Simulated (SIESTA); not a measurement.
The system is Cd2S.

```
Cd S
1.0
     3.96267    0.00000    0.00000
    -1.98134    3.43177    0.00000
     0.00000    0.00000    5.80919
Cd S
2 1
Direct
  0.33333 0.66667 0.93272
  0.66667 0.33333 0.57873
  0.33333 0.66667 0.36571
```

The cell comes from a database or a generator and needn't be the stable form of this composition.

Base run:

| Property | Result |
| --- | --- |
| Program | SIESTA 5.4.2 |
| Functional | LDA |
| Potentials or basis | PseudoDojo 0.4 standard (LDA files) |
| Basis | DZP (energy shift 0.003 Ry; two zetas on semicore shells) |
| Grid cutoff | 800 Ry |
| Energy shift | 0.003 Ry |
| k mesh | 8 × 8 × 5 |
| Occupations | fermi-dirac, width 0.05 eV |
| Spin | no spin polarisation |

Its results: pressure -5.4 GPa; largest force 0.167 eV/Å.

Q: The run is repeated on the same cell with these changes: functional from LDA to PBE; potentials or basis from PseudoDojo 0.4 standard (LDA files) to PseudoDojo 0.4 standard (PBE files). What comes out?

A: Pressure -0.6 GPa; largest force 0.094 eV/Å.

Caveats: the basis of atomic orbitals isn't converged, which shifts pressures, moduli and gaps; the basis holds too few empty states to meet the f-sum rule, so the spectrum is short of weight at high energy (some runs).
